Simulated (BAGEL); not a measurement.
# C2H6OSi (SMILES C=C[SiH2]O) at HF/3-21G (density fitting with qzvpp-jkfit)

Aim: the energy change on altering one bond length of C2H6OSi at HF/3-21G (density fitting with qzvpp-jkfit), from 2 runs. 

The results are computed with BAGEL 1.2.2.

### 1 Starting point

C2H6OSi: 10 atoms, total charge 0, spin state singlet. SMILES: `C=C[SiH2]O`. The coordinates come from a PBE0-D4/def2-TZVP relaxation. This is one conformer, not always the lowest.

Bond lengths: C1–C2 1.330 Å, C2–Si3 1.857 Å, Si3–O4 1.649 Å, C1–H5 1.087 Å, C1–H6 1.086 Å, C2–H7 1.090 Å, Si3–H8 1.491 Å, Si3–H9 1.484 Å, O4–H10 0.958 Å. Some angles: C1–C2–Si3 122.9°, C2–Si3–O4 111.4°, C1–C2–H7 118.3°, Si3–C2–H7 118.9°, C2–C1–H5 121.4°, C2–C1–H6 122.4°, C2–Si3–H8 108.7°, C2–Si3–H9 111.0°, O4–Si3–H8 111.1°, O4–Si3–H9 105.7°.

### 2 The energy at HF/3-21G (density fitting with qzvpp-jkfit)

input.json reads:

```json
{ "bagel" : [

{
  "title" : "molecule",
  "basis" : "3-21g",
  "df_basis" : "qzvpp-jkfit",
  "angstrom" : true,
  "geometry" : [
    { "atom" : "C", "xyz" : [    0.469400,    1.339200,   -0.818800 ] },
    { "atom" : "C", "xyz" : [    0.221400,    0.866200,    0.399700 ] },
    { "atom" : "Si", "xyz" : [   -0.462400,   -0.834200,    0.700700 ] },
    { "atom" : "O", "xyz" : [   -0.544600,   -1.704600,   -0.697700 ] },
    { "atom" : "H", "xyz" : [    0.269300,    0.747200,   -1.707800 ] },
    { "atom" : "H", "xyz" : [    0.873500,    2.333700,   -0.985800 ] },
    { "atom" : "H", "xyz" : [    0.435100,    1.506700,    1.255300 ] },
    { "atom" : "H", "xyz" : [    0.393300,   -1.520900,    1.710800 ] },
    { "atom" : "H", "xyz" : [   -1.852500,   -0.765700,    1.214600 ] },
    { "atom" : "H", "xyz" : [    0.280700,   -2.019000,   -1.068100 ] }
  ]
},
{ "title" : "hf" },
{ "title" : "print", "file" : "orbitals.molden", "orbitals" : true }

]}
```

Launch:

```bash
$ BAGEL_NUM_THREADS=1 BAGEL input.json > input.out
```

The log of the run:

```text
* using 1 threads per process

  ===============================================================
  ===============================================================

  *** Geometry ***

  { "atom" : "C", "xyz" : [      0.887037,      2.530721,     -1.547308 ] },
  { "atom" : "C", "xyz" : [      0.418385,      1.636881,      0.755324 ] },
  { "atom" : "Si", "xyz" : [     -0.873809,     -1.576410,      1.324131 ] },
  { "atom" : "O", "xyz" : [     -1.029145,     -3.221227,     -1.318462 ] },
  { "atom" : "H", "xyz" : [      0.508903,      1.412003,     -3.227274 ] },
  { "atom" : "H", "xyz" : [      1.650676,      4.410054,     -1.862892 ] },
  { "atom" : "H", "xyz" : [      0.822220,      2.847250,      2.372173 ] },
  { "atom" : "H", "xyz" : [      0.743229,     -2.874084,      3.232943 ] },
  { "atom" : "H", "xyz" : [     -3.500718,     -1.446963,      2.295261 ] },
  { "atom" : "H", "xyz" : [      0.530446,     -3.815357,     -2.018416 ] },

  Number of auxiliary basis functions:      463

  Since a DF basis is specified, we compute 2- and 3-index integrals:
    o Being stored without compression. Storage requirement is 0.010 GB

  Number of basis functions:       52
  Number of electrons      :       40

    * METHOD: MOLECULE                             0.17

  *** RHF ***

  === Nuclear Repulsion ===
   160.2878263698

      * DIIS with orbital gradients will be used.

  === RHF iteration (3-21g) ===
      0       -440.52107569          0.02447290           0.04
      1       -440.61953384          0.01282540           0.04
      2       -440.65008073          0.00183552           0.04
      3       -440.65098087          0.00042835           0.04
      4       -440.65103072          0.00007847           0.04
      5       -440.65103358          0.00003291           0.04
      6       -440.65103387          0.00001232           0.03
      7       -440.65103395          0.00000282           0.04
      8       -440.65103396          0.00000109           0.04
      9       -440.65103396          0.00000046           0.04
     10       -440.65103396          0.00000013           0.04
     11       -440.65103396          0.00000005           0.04
     12       -440.65103396          0.00000001           0.04
     13       -440.65103396          0.00000000           0.04
    * SCF iteration converged.

    * Permanent dipole moment:
           (   -0.811009,    -0.262107,     0.045947) a.u.

    * METHOD: HF                                   0.62

    * METHOD: PRINT                                0.01

  ===============================================================
```

Run time: 0.95 s. Hardware: 1 thread of Arm Neoverse V1, shared host; peak memory 0.082 GiB.

### 3 The distorted shape

hf.json reads:

```json
{ "bagel" : [

{
  "title" : "molecule",
  "basis" : "3-21g",
  "df_basis" : "qzvpp-jkfit",
  "angstrom" : true,
  "geometry" : [
    { "atom" : "C", "xyz" : [    0.886410,    1.318651,   -0.972963 ] },
    { "atom" : "C", "xyz" : [    0.638410,    0.845651,    0.245537 ] },
    { "atom" : "Si", "xyz" : [   -0.045390,   -0.854749,    0.546537 ] },
    { "atom" : "O", "xyz" : [   -0.127590,   -1.725149,   -0.851863 ] },
    { "atom" : "H", "xyz" : [    0.686310,    0.726651,   -1.861963 ] },
    { "atom" : "H", "xyz" : [    1.290510,    2.313151,   -1.139963 ] },
    { "atom" : "H", "xyz" : [    0.852110,    1.486151,    1.101137 ] },
    { "atom" : "H", "xyz" : [    0.810310,   -1.541449,    1.556637 ] },
    { "atom" : "H", "xyz" : [   -1.852500,   -0.765700,    1.214600 ] },
    { "atom" : "H", "xyz" : [    0.697710,   -2.039549,   -1.222263 ] }
  ]
},
{ "title" : "hf" },
{ "title" : "print", "file" : "orbitals.molden", "orbitals" : true }

]}
```

Launch:

```bash
$ BAGEL_NUM_THREADS=1 BAGEL hf.json > hf.out
```

The log of the run:

```text
* using 1 threads per process

  ===============================================================
  ===============================================================

  *** Geometry ***

  { "atom" : "C", "xyz" : [      1.675072,      2.491889,     -1.838634 ] },
  { "atom" : "C", "xyz" : [      1.206420,      1.598049,      0.463998 ] },
  { "atom" : "Si", "xyz" : [     -0.085775,     -1.615242,      1.032805 ] },
  { "atom" : "O", "xyz" : [     -0.241110,     -3.260059,     -1.609788 ] },
  { "atom" : "H", "xyz" : [      1.296938,      1.373171,     -3.518600 ] },
  { "atom" : "H", "xyz" : [      2.438710,      4.371222,     -2.154218 ] },
  { "atom" : "H", "xyz" : [      1.610255,      2.808418,      2.080847 ] },
  { "atom" : "H", "xyz" : [      1.531264,     -2.912916,      2.941618 ] },
  { "atom" : "H", "xyz" : [     -3.500718,     -1.446963,      2.295261 ] },
  { "atom" : "H", "xyz" : [      1.318481,     -3.854189,     -2.309742 ] },

  Number of auxiliary basis functions:      463

  Since a DF basis is specified, we compute 2- and 3-index integrals:
    o Being stored without compression. Storage requirement is 0.010 GB

  Number of basis functions:       52
  Number of electrons      :       40

    * METHOD: MOLECULE                             0.17

  *** RHF ***

  === Nuclear Repulsion ===
   158.6427541462

      * DIIS with orbital gradients will be used.

  === RHF iteration (3-21g) ===
      0       -440.48283794          0.02435063           0.04
      1       -440.58056995          0.01282812           0.04
      2       -440.61110311          0.00184042           0.04
      3       -440.61202764          0.00042924           0.04
      4       -440.61207897          0.00008144           0.04
      5       -440.61208220          0.00003366           0.04
      6       -440.61208252          0.00001304           0.04
      7       -440.61208262          0.00000316           0.04
      8       -440.61208263          0.00000126           0.04
      9       -440.61208263          0.00000052           0.04
     10       -440.61208263          0.00000015           0.04
     11       -440.61208263          0.00000007           0.04
     12       -440.61208263          0.00000001           0.04
     13       -440.61208263          0.00000001           0.04
    * SCF iteration converged.

    * Permanent dipole moment:
           (   -1.128645,    -0.279709,     0.203641) a.u.

    * METHOD: HF                                   0.62

    * METHOD: PRINT                                0.01

  ===============================================================
```

Wall time 0.95 s (1 thread of Arm Neoverse V1, shared host); peak memory 0.082 GiB.

### 4 Summary of results

Level: HF/3-21G (density fitting with qzvpp-jkfit).

```
                                                          quantity          value
                                         first shape: total energy  -440.65103 Eh
                                        first shape: dipole moment         2.17 D
                                          first shape: HOMO energy      -10.39 eV
                                          first shape: LUMO energy        3.99 eV
                                        first shape: HOMO–LUMO gap       14.38 eV
                                     distorted shape: total energy  -440.61208 Eh
                                    distorted shape: dipole moment         3.00 D
                                      distorted shape: HOMO energy      -10.19 eV
                                      distorted shape: LUMO energy        3.37 eV
                                    distorted shape: HOMO–LUMO gap       13.56 eV
energy change with the Si3–H9 bond stretched from 1.484 to 1.929 Å       1.060 eV
```

What this shows: With the Si3–H9 bond stretched from 1.484 to 1.929 Å the energy rises by 1.06 eV (24 kcal/mol). The first shape isn't relaxed at this level, so the change isn't measured from a minimum.
